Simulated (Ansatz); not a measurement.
# TiSi16: the cost of one run

All numbers below are computed with Ansatz 0.2.0 (DFT PBEsol, plane waves, PAW, scalar-relativistic, no spin polarisation).

## 1. Starting point

The cell holds 17 atoms (Si16Ti): a = 7.679 Å, b = 7.679 Å, c = 7.679 Å, α = 60.00°, β = 60.00°, γ = 60.00°.

As a file:

```xyz
17
Lattice="0.0000 5.4300 5.4300 5.4300 0.0000 5.4300 5.4300 5.4300 0.0000" Properties=species:S:1:pos:R:3 pbc="T T T"
Si    0.0000    0.0000    0.0000
Si    1.3575    1.3575    1.3575
Si    2.7150    2.7150    0.0000
Si    4.0725    4.0725    1.3575
Si    2.7150    0.0000    2.7150
Si    4.0725    1.3575    4.0725
Si    5.4300    2.7150    2.7150
Si    6.7875    4.0725    4.0725
Si    0.0000    2.7150    2.7150
Si    1.3575    4.0725    4.0725
Si    2.7150    5.4300    2.7150
Si    4.0725    6.7875    4.0725
Si    2.7150    2.7150    5.4300
Si    4.0725    4.0725    6.7875
Si    5.4300    5.4300    5.4300
Si    6.7875    6.7875    6.7875
Ti    7.5085    7.4989    8.8192
```

## 2. Relaxing end A

input.yaml

```yaml
crystal:
  lattice:
    - [0.0, 5.43, 5.43]
    - [5.43, 0.0, 5.43]
    - [5.43, 5.43, 0.0]
  atoms:
    - { symbol: Si, position: [0.0, 0.0, 0.0] }
    - { symbol: Si, position: [0.125, 0.125, 0.125] }
    - { symbol: Si, position: [0.0, 0.0, 0.5] }
    - { symbol: Si, position: [0.125, 0.125, 0.625] }
    - { symbol: Si, position: [0.0, 0.5, 0.0] }
    - { symbol: Si, position: [0.125, 0.625, 0.125] }
    - { symbol: Si, position: [0.0, 0.5, 0.5] }
    - { symbol: Si, position: [0.125, 0.625, 0.625] }
    - { symbol: Si, position: [0.5, 0.0, 0.0] }
    - { symbol: Si, position: [0.625, 0.125, 0.125] }
    - { symbol: Si, position: [0.5, 0.0, 0.5] }
    - { symbol: Si, position: [0.625, 0.125, 0.625] }
    - { symbol: Si, position: [0.5, 0.5, 0.0] }
    - { symbol: Si, position: [0.625, 0.625, 0.125] }
    - { symbol: Si, position: [0.5, 0.5, 0.5] }
    - { symbol: Si, position: [0.625, 0.625, 0.625] }
    - { symbol: Ti, position: [0.8111934, 0.8129773, 0.5698123] }
basis:
  ecutwfc: 420.0
kpoints:
  mp_grid: { grid: [2, 2, 2] }
hamiltonian:
  xc: pbesol
  pseudopotentials: { kind: paw, azcp: { folder: soft_1 } }
scf:
  occupations: { method: fermi_dirac, width: 0.05 }
  lower_state_search: "off"
relax:
  f_tol: 0.03
  max_steps: 60
  adjacent_minimum: "off"
```

Started as:

```console
> ansatz run input.yaml --threads 1 --pin off --max-ram 3072MiB --backend cpu --events-out ev --progress --plain --runs-dir out
```

Q: Estimate wall time and peak memory on 1 thread of Arm Neoverse V1, shared host.

About 66 s, with a peak of 0.55 GiB.
